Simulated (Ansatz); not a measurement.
Runs of Ansatz 0.2.0 on TaWC2. It takes space group R-3m (No. 166, trigonal). The conventional cell has a = 3.144 Å, b = 3.144 Å, c = 15.305 Å, α = 90.00°, β = 90.00°, γ = 120.00°. W (site symmetry -3m) has 6 C at 2.21 Å as nearest neighbours. Ta (site symmetry -3m) is surrounded by 6 C at 2.23 Å. C (site symmetry 3m) has 3 W at 2.21 Å and 3 Ta at 2.23 Å as nearest neighbours. The cell comes from a database or a generator and needn't be the stable form of this composition.

```tsv
share of exact exchange	gap on the mesh (eV)	pressure (GPa)	largest force (eV/Å)
0.4	none	-15.4	(b)
0.3	none	-12.4	0.02
0.25	none	-10.9	0.01
0.5	none	(a)	0.08
```

Alike in all rows: task single point; level HSE06 form with a typed share of exact exchange; potentials or basis Ansatz PAW; no spin polarisation; cell as given; k mesh 5 × 5 × 5; cutoff (eV) 420; smearing fermi-dirac 0.05 eV; the mesh is coarse, so values aren't converged.

Problem. Estimate the missing entries.

Solution. (a) -18.4; (b) 0.05.

Caveats: all runs use coarse meshes; the PAW data sets come from PBE, with cores solved anew for the run's functional, which leaves a small shift of forces and pressure; the thresholds are loose for stress.

A k mesh can miss the band edges, and the runs leave out spin-orbit coupling on Ta, W.

A gap of «none» marks a metal or a gap under the smearing width.
